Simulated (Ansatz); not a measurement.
**CHGeN (triplet): wave-function methods side by side, cc-pVDZ**

How much of the correlation energy of CHGeN (triplet) does each wave-function method recover here?

Method: cc-pVDZ, core rule «outside noble gas», up to 16 orbitals frozen; program: Ansatz 0.2.0, Gaussian basis.

The runs, in order: UHF; CCSD(T) on ROHF; CCSD(T) on UHF; BCCD(T) on ROHF; CISD; CCSDT(Q) on ROHF; CCSDT(Q) on UHF; CASSCF and NEVPT2, 10 electrons in 10 orbitals.

32 further runs of the same task are left out: 2 for a mislabelled method, 16 that didn't finish, 14 set aside as unsound or not needed.

## 1. The geometry

The geometry is a PBE0/def2-TZVP stationary point (not a proven minimum). No spin-orbit coupling is included. The filled d shell of Ge may be among the frozen orbitals whatever the setting's name suggests; the logs give the count.

4 atoms, charge 0, spin multiplicity 3.

Atoms are counted from 1 here; the program's logs count them from 0.

Bond lengths: Ge1–C2 1.884 Å, Ge1–H4 1.538 Å, C2–N3 1.158 Å. Angles: C2–Ge1–H4 117.5°, Ge1–C2–N3 176.0°.

## 2. UHF

File in.yaml:

```yaml
crystal:
  periodic: [false, false, false]
  atoms:
    - {symbol: Ge, position_ang: [0.000000, -0.035871, 0.645964]}
    - {symbol: C, position_ang: [0.000000, 0.061740, -1.235333]}
    - {symbol: N, position_ang: [0.000000, 0.040290, -2.393320]}
    - {symbol: H, position_ang: [0.000000, 1.289585, 1.425554]}
basis:
  gaussian: {orbitals: cc-pVDZ}
magnetization: {spin_polarized: true, initial_magnetization: 2}
hamiltonian: {xc: hf}
output: {orbitals: {seedname: orbitals}}
```

Run with:

```
$ ansatz run in.yaml --threads 1 --pin off --events-out ev --progress --plain --max-ram 2393MiB
```

Further steps of the session: CCSD(T) on ROHF; CCSD(T) on UHF; BCCD(T) on ROHF; CISD; CCSDT(Q) on ROHF; CCSDT(Q) on UHF; CASSCF and NEVPT2, 10 electrons in 10 orbitals.

Before running them: what should the planned runs give, taken together? Wanted: UCCSDT(Q) below the RHF energy; RMP2 from UCCSDT(Q); UMP2 from UCCSDT(Q); RCCSD from UCCSDT(Q); RCCSD(T) from UCCSDT(Q); UCCSD(T) from UCCSDT(Q); RCCSDT(Q) from UCCSDT(Q); NEVPT2 frontier from UCCSDT(Q); T1 diagnostic.

As calculated:

| quantity | value |
| --- | --- |
| UCCSDT(Q) below the RHF energy | -10.1550 eV |
| RMP2 from UCCSDT(Q) | +22.42 kcal/mol |
| UMP2 from UCCSDT(Q) | +28.89 kcal/mol |
| RCCSD from UCCSDT(Q) | +11.23 kcal/mol |
| RCCSD(T) from UCCSDT(Q) | +1.71 kcal/mol |
| UCCSD(T) from UCCSDT(Q) | +1.66 kcal/mol |
| RCCSDT(Q) from UCCSDT(Q) | +0.25 kcal/mol |
| NEVPT2 frontier from UCCSDT(Q) | +31.16 kcal/mol |
| levels within 1 kcal/mol (43 meV) | RCCSDT(Q) |
| T1 diagnostic | 0.021 |

What this shows: RCCSD(T) lands +1.71 kcal/mol from the yardstick (0.7 % of the correlation energy). These misses are within one basis, not against nature; the frozen cores of restricted and unrestricted runs differ, which can shift their rows.
